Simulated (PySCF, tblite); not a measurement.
# C₅H₇NO₂S: a rotation path, then NMR shifts on frames

Aim: move C₅H₇NO₂S (`C=CCS(=O)(=O)CC#N`) away from its starting geometry and see how NMR shifts follow the geometry.

Programs: tblite 0.8.0 and PySCF 2.14.0, with density-fitted response routines of our own. Each step states its level of theory. These are calculated values for one molecule in the gas phase, unless marked as measured. Atoms count from 0, in the outputs and in this text.

### 1 The starting structure

16 atoms, charge 0, multiplicity 1; geometry from: GFN2-xTB.

Bonds of the start (Å): C0–C1 1.32, C1–C2 1.48, C2–S3 1.83, S3–O4 1.43, S3–O5 1.43, S3–C6 1.86, C6–C7 1.42, C7–N8 1.14, C0–H9 1.08, C0–H10 1.08, C1–H11 1.08, C2–H12 1.09, C2–H13 1.09, C6–H14 1.09, C6–H15 1.09.

### 2 A band between two rotamers with GFN2-xTB

What the job is given:

```
{"job": {"kind": "neb", "xc": "GFN2-xTB", "basis": "xTB", "atoms": [1, 2, 3, 6], "turn": 120}, "charge": 0, "multiplicity": 1}
C     -1.630241     1.330300     0.323700
C     -1.564472     0.079713    -0.101149
C     -0.753950    -0.358179    -1.258974
S      0.642398    -1.361940    -0.634715
O      0.139851    -2.424665     0.187045
O      1.512349    -1.699927    -1.721080
C      1.562363    -0.221100     0.504001
C      1.758816     1.024904    -0.149878
N      1.882057     2.021200    -0.698824
H     -1.112095     2.129041    -0.181829
H     -2.217773     1.606639     1.181864
H     -2.084915    -0.714467     0.416263
H     -0.311156     0.462761    -1.815579
H     -1.293971    -1.028059    -1.924357
H      0.955730    -0.122030     1.400615
H      2.507411    -0.715247     0.719588
```

With the program's defaults for keys left out, this is: GFN2-xTB climbing-image nudged elastic band, gas phase.

Command:

```
OMP_NUM_THREADS=1 python probes_run.py task.json out
```

This one command runs all jobs of the session in turn.

The log of the run:

```text
image   E - E0 / eV
  0      -0.0000
  1       0.0248
  2       0.0779
  3       0.1295
  4       0.1536
  5       0.1416
  6       0.1141
  7       0.1052
  8       0.0782
```

It took 5 s on 1 thread of Arm Neoverse V2, shared host; peak memory 0.19 GiB.

The final band, with the dihedral C1–C2–S3–C6:

| image | dihedral (°) | energy (eV) | energy (kcal/mol) |
| --- | --- | --- | --- |
| 0 | -59 | 0.000 | 0.0 |
| 1 | -43 | 0.025 | 0.6 |
| 2 | -26 | 0.078 | 1.8 |
| 3 | -9 | 0.130 | 3.0 |
| 4 | 8 | 0.154 | 3.5 |
| 5 | 25 | 0.142 | 3.3 |
| 6 | 42 | 0.114 | 2.6 |
| 7 | 58 | 0.105 | 2.4 |
| 8 | 73 | 0.078 | 1.8 |

### 3 Shielding tensors: image 0, PBE0/pcSseg-1

What the job is given:

```
{"job": {"kind": "nmr", "xc": "PBE0", "basis": "pcSseg-1", "pop": false}, "charge": 0, "multiplicity": 1}
C     -1.630200     1.330300     0.323700
C     -1.564500     0.079700    -0.101100
C     -0.754000    -0.358200    -1.259000
S      0.642400    -1.361900    -0.634700
O      0.139900    -2.424700     0.187000
O      1.512300    -1.699900    -1.721100
C      1.562400    -0.221100     0.504000
C      1.758800     1.024900    -0.149900
N      1.882100     2.021200    -0.698800
H     -1.112100     2.129000    -0.181800
H     -2.217800     1.606600     1.181900
H     -2.084900    -0.714500     0.416300
H     -0.311200     0.462800    -1.815600
H     -1.294000    -1.028100    -1.924400
H      0.955700    -0.122000     1.400600
H      2.507400    -0.715200     0.719600
```

With the program's defaults for keys left out, this is: GIAO PBE0/pcSseg-1 NMR shielding, non-relativistic, gas phase.

The log of the run:

```text
coarse grid: 14632 points
cycle   1  E = -797.0055378040  dE =  2.043e+00  |g| = 1.222e+00  |ddm| = 3.930e+00
cycle   2  E = -796.0335707597  dE =  9.720e-01  |g| = 2.570e+00  |ddm| = 3.260e+00
cycle   3  E = -797.2784107724  dE = -1.245e+00  |g| = 2.372e-01  |ddm| = 2.401e+00
cycle   4  E = -797.2867588006  dE = -8.348e-03  |g| = 1.515e-01  |ddm| = 2.585e-01
cycle   5  E = -797.2909421839  dE = -4.183e-03  |g| = 5.966e-02  |ddm| = 1.262e-01
cycle   6  E = -797.2917160274  dE = -7.738e-04  |g| = 6.879e-03  |ddm| = 4.682e-02
cycle   7  E = -797.2917252644  dE = -9.237e-06  |g| = 2.839e-03  |ddm| = 8.567e-03
final grid: 138800 points
cycle   8  E = -797.3675252003  dE = -2.218e-05  |g| = 1.410e-02  |ddm| = 3.184e-02
cycle   9  E = -797.3674594036  dE =  6.580e-05  |g| = 2.274e-02  |ddm| = 3.181e-02
cycle  10  E = -797.3675668120  dE = -1.074e-04  |g| = 2.773e-03  |ddm| = 2.043e-02
cycle  11  E = -797.3675683206  dE = -1.509e-06  |g| = 2.406e-04  |ddm| = 2.265e-03
cycle  12  E = -797.3675683279  dE = -7.327e-09  |g| = 1.923e-04  |ddm| = 4.030e-04
cycle  13  E = -797.3675683344  dE = -6.542e-09  |g| = 5.321e-05  |ddm| = 1.863e-04
cycle  14  E = -797.3675683350  dE = -5.336e-10  |g| = 1.166e-05  |ddm| = 5.351e-05
converged SCF energy = -797.3675683350

GIAO shielding tensors (ppm)
atom      isotropic    diamagn.    paramagn.     s11        s22        s33       span
  0 C       51.946     256.611    -204.665    -64.823     58.678    161.984    226.807
  1 C       51.729     260.661    -208.931    -68.218     59.093    164.313    232.530
  2 C      122.633     259.149    -136.516     89.245    118.821    159.832     70.587
  3 S      190.194    1051.560    -861.366     40.440    179.578    350.564    310.124
  4 O      104.311     400.735    -296.424     37.883    103.436    171.613    133.730
  5 O       97.930     397.118    -299.188     54.090     90.218    149.482     95.392
  6 C      143.405     258.386    -114.981    119.982    130.561    179.672     59.690
  7 C       68.227     264.522    -196.295    -44.599    -41.384    290.666    335.265
  8 N      -50.596     339.961    -390.557   -215.662   -210.098    273.971    489.634
  9 H       25.422      33.317      -7.895     21.476     25.424     29.365      7.890
 10 H       25.704      30.572      -4.868     22.857     25.197     29.059      6.202
 11 H       25.375      33.118      -7.743     22.485     25.574     28.065      5.580
 12 H       27.146      34.424      -7.277     25.791     26.454     29.194      3.403
 13 H       27.994      30.565      -2.571     25.178     27.262     31.543      6.365
 14 H       27.876      32.806      -4.929     25.671     26.875     31.083      5.412
 15 H       28.358      27.962       0.397     24.941     27.649     32.484      7.542
```

Run time: 23 s. Hardware: 1 thread of Arm Neoverse V2, shared host; peak memory 0.86 GiB.

The references, computed at this level on geometries of the same kind, shield at (ppm): ¹H TMS 31.72, ¹³C TMS 186.9, ¹⁵N NH3 267.7, ¹⁷O H2O 336.1, ³³S CS2 504. Their shielding less the atom's gives the shift. The references are single molecules in the gas phase, so shifts against H2O, NH3, PH3, H3PO4 or CFCl3 are not on the usual liquid scales and can be off by tens of ppm. Each atom is listed at this fixed geometry, with no averaging over motion; a spectrum would average atoms that exchange fast.

| atoms | environment | σ (ppm) | δ (ppm) |
| --- | --- | --- | --- |
| C1 | alkene CH | 51.7 | 135.2 |
| C0 | terminal =CH2 carbon | 51.9 | 135.0 |
| C7 | nitrile carbon | 68.2 | 118.7 |
| C2 | allylic sp3 CH2 bonded to S | 122.6 | 64.3 |
| C6 | sp3 CH2 bonded to S, α to a nitrile | 143.4 | 43.5 |
| H11 | hydrogen on an alkene CH | 25.37 | 6.34 |
| H9 | hydrogen on a terminal =CH2 carbon | 25.42 | 6.30 |
| H10 | hydrogen on a terminal =CH2 carbon | 25.70 | 6.01 |
| H12 | hydrogen on an allylic sp3 CH2 bonded to S | 27.15 | 4.57 |
| H14 | hydrogen on an sp3 CH2 bonded to S, α to a nitrile | 27.88 | 3.84 |
| H13 | hydrogen on an allylic sp3 CH2 bonded to S | 27.99 | 3.72 |
| H15 | hydrogen on an sp3 CH2 bonded to S, α to a nitrile | 28.36 | 3.36 |
| S3 | sulfone sulfur | 190 | 314 |
| O5 | S=O oxygen | 97.9 | 238.1 |
| O4 | S=O oxygen | 104.3 | 231.8 |
| N8 | nitrile nitrogen | -50.6 | 318.3 |

### 4 Nuclear shieldings: image 2, PBE0/pcSseg-1

What the job is given:

```
{"job": {"kind": "nmr", "xc": "PBE0", "basis": "pcSseg-1", "pop": false}, "charge": 0, "multiplicity": 1}
C     -1.464900     1.515100     0.051900
C     -1.400400     0.197000    -0.032000
C     -0.882000    -0.522900    -1.215300
S      0.712400    -1.333500    -0.793100
O      0.446500    -2.629500    -0.236700
O      1.592500    -1.250000    -1.920000
C      1.458400    -0.349200     0.591400
C      1.526300     1.029300     0.250600
N      1.580500     2.135900    -0.034000
H     -1.162700     2.146400    -0.766800
H     -1.812200     2.016400     0.937600
H     -1.709400    -0.430700     0.793300
H     -0.669300     0.134900    -2.052400
H     -1.522100    -1.349000    -1.517700
H      0.844700    -0.531300     1.469900
H      2.454300    -0.769900     0.720000
```

Method: GIAO PBE0/pcSseg-1 NMR shielding, non-relativistic, gas phase.

The log of the run:

```text
coarse grid: 14632 points
cycle   1  E = -796.9940952250  dE =  2.049e+00  |g| = 1.230e+00  |ddm| = 3.936e+00
cycle   2  E = -795.9826973069  dE =  1.011e+00  |g| = 2.610e+00  |ddm| = 3.328e+00
cycle   3  E = -797.2706524158  dE = -1.288e+00  |g| = 2.495e-01  |ddm| = 2.462e+00
cycle   4  E = -797.2798199275  dE = -9.168e-03  |g| = 1.594e-01  |ddm| = 2.739e-01
cycle   5  E = -797.2845088741  dE = -4.689e-03  |g| = 6.040e-02  |ddm| = 1.341e-01
cycle   6  E = -797.2853066785  dE = -7.978e-04  |g| = 7.345e-03  |ddm| = 4.829e-02
cycle   7  E = -797.2853167353  dE = -1.006e-05  |g| = 3.331e-03  |ddm| = 8.937e-03
cycle   8  E = -797.2853190406  dE = -2.305e-06  |g| = 1.188e-03  |ddm| = 3.267e-03
final grid: 138800 points
cycle   9  E = -797.3612013187  dE = -2.862e-05  |g| = 1.240e-02  |ddm| = 3.257e-02
cycle  10  E = -797.3611602908  dE =  4.103e-05  |g| = 1.875e-02  |ddm| = 2.764e-02
cycle  11  E = -797.3612340404  dE = -7.375e-05  |g| = 2.786e-03  |ddm| = 1.806e-02
cycle  12  E = -797.3612354499  dE = -1.410e-06  |g| = 4.797e-04  |ddm| = 2.283e-03
cycle  13  E = -797.3612354801  dE = -3.019e-08  |g| = 3.244e-04  |ddm| = 5.348e-04
cycle  14  E = -797.3612355024  dE = -2.232e-08  |g| = 5.582e-05  |ddm| = 2.361e-04
cycle  15  E = -797.3612355030  dE = -5.209e-10  |g| = 2.796e-05  |ddm| = 6.317e-05
converged SCF energy = -797.3612355030

GIAO shielding tensors (ppm)
atom      isotropic    diamagn.    paramagn.     s11        s22        s33       span
  0 C       42.816     256.450    -213.634    -80.103     48.032    160.520    240.623
  1 C       59.848     261.490    -201.642    -54.855     67.085    167.314    222.169
  2 C      113.851     257.112    -143.261     85.501     96.304    159.748     74.247
  3 S      193.563    1050.886    -857.323     38.206    182.652    359.831    321.625
  4 O       91.077     399.177    -308.100     37.419     93.838    141.975    104.556
  5 O       87.635     397.673    -310.038     43.204     82.465    137.235     94.031
  6 C      140.242     257.930    -117.688    118.641    126.255    175.830     57.189
  7 C       68.728     264.082    -195.354    -46.810    -38.720    291.714    338.524
  8 N      -54.418     340.496    -394.914   -218.010   -208.797    263.553    481.563
  9 H       25.353      33.176      -7.824     20.785     26.050     29.223      8.438
 10 H       25.283      31.353      -6.070     21.577     25.543     28.728      7.151
 11 H       25.670      34.126      -8.455     22.906     26.373     27.732      4.826
 12 H       27.400      32.946      -5.545     25.209     26.902     30.090      4.881
 13 H       27.608      30.294      -2.685     25.399     26.980     30.446      5.047
 14 H       28.280      32.567      -4.287     26.306     26.842     31.692      5.385
 15 H       28.327      27.922       0.405     25.052     27.730     32.199      7.146
```

It took 23 s on 1 thread of Arm Neoverse V2, shared host; peak memory 0.86 GiB.

Key values: δ C0 144.1, C1 127.1, C7 118.2, C2 73.1, H10 6.43, H9 6.36 ppm.

[end of part 1 of 2]
